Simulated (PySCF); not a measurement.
# C5H2ClFO2: the cost of one run

Program: PySCF 2.14.0. Level of theory: levels as typed in each script, gas phase, geometry from GFN2-xTB. These are calculated values, not measurements.

## Step 1: The starting structure

SMILES `O=C(F)c1occc1Cl`, 11 atoms, charge 0, spin multiplicity 1.

Bond lengths: O1–C2 1.185 Å, C2–F3 1.363 Å, C2–C4 1.445 Å, C4–O5 1.353 Å, C4–C8 1.390 Å, O5–C6 1.328 Å, C6–C7 1.366 Å, C6–H10 1.073 Å, C7–C8 1.412 Å, C7–H11 1.069 Å, C8–Cl9 1.690 Å. Angles: O1–C2–F3 120.0°, O1–C2–C4 128.9°, F3–C2–C4 111.1°, C2–C4–O5 121.3°, C2–C4–C8 129.6°, O5–C4–C8 109.1°, C4–O5–C6 107.7°, O5–C6–C7 111.6°, O5–C6–H10 117.3°, C7–C6–H10 131.1°, C6–C7–C8 105.4°, C6–C7–H11 127.9°, C8–C7–H11 126.7°, C4–C8–C7 106.3°, C4–C8–Cl9 126.5°, C7–C8–Cl9 127.3°.

As a file:

| atom | x (Å) | y (Å) | z (Å) |
| --- | --- | --- | --- |
| O1 | -1.5459 | 1.7230 | 0.0000 |
| C2 | -1.5162 | 0.5381 | 0.0000 |
| F3 | -2.6791 | -0.1722 | 0.0000 |
| C4 | -0.3690 | -0.3402 | 0.0000 |
| O5 | -0.5138 | -1.6854 | 0.0000 |
| C6 | 0.7009 | -2.2215 | 0.0000 |
| C7 | 1.6738 | -1.2622 | 0.0000 |
| C8 | 0.9855 | -0.0294 | 0.0000 |
| Cl9 | 1.6612 | 1.5196 | 0.0000 |
| H10 | 0.7654 | -3.2926 | 0.0000 |
| H11 | 2.7340 | -1.4017 | 0.0000 |

## Step 2: Density, bond paths and surface potential (HF/def2-svp)

File input.py:

```python
import numpy as np
from pyscf import gto, scf, dft
from pyscf.scf import atom_ks, atom_hf
from scipy.linalg import block_diag

def solve(mol, dm0=None, hcore=None):
    mf = scf.UHF(mol) if mol.spin else scf.RHF(mol)
    mf = mf.density_fit(auxbasis='def2-universal-jkfit')
    mf.conv_tol, mf.max_cycle = 1e-8, 80
    if hcore is not None:
        mf.get_hcore = lambda *args: hcore
    mf.kernel(dm0)
    if not mf.converged:
        mf = mf.newton().run(mf.mo_coeff, mf.mo_occ, max_cycle=30)
    assert mf.converged, 'SCF not converged'
    return mf

mol = gto.M(atom='''
O     -1.54589     1.72299     0.00000
C     -1.51616     0.53810     0.00000
F     -2.67909    -0.17219     0.00000
C     -0.36904    -0.34017     0.00000
O     -0.51383    -1.68537     0.00000
C      0.70088    -2.22147     0.00000
C      1.67384    -1.26222     0.00000
C      0.98547    -0.02938     0.00000
Cl     1.66119     1.51964     0.00000
H      0.76542    -3.29258     0.00000
H      2.73398    -1.40168     0.00000
''', basis='def2-svp', charge=0, spin=0, verbose=4)
mf = solve(mol)
mf.analyze()
# spherically averaged free atoms, for the promolecule
atm = scf.atom_hf.get_atm_nrhf(mol)
pro = block_diag(*[(atm[a[0]][2] * atm[a[0]][3]) @ atm[a[0]][2].T for a in mol._atom])
np.savez('result.npz', e=mf.e_tot, c=mf.mo_coeff, occ=mf.mo_occ, eps=mf.mo_energy, pro=pro, dip=mf.dip_moment(verbose=0), s2=mf.spin_square()[0])
```

The run is started by

```bash
OMP_NUM_THREADS=1 python input.py
```

What time and memory should one allow on 1 thread of Intel Xeon at 2.50GHz (Skylake/Cascade Lake), shared host?

About 7.1 s, with a peak of 0.23 GiB.
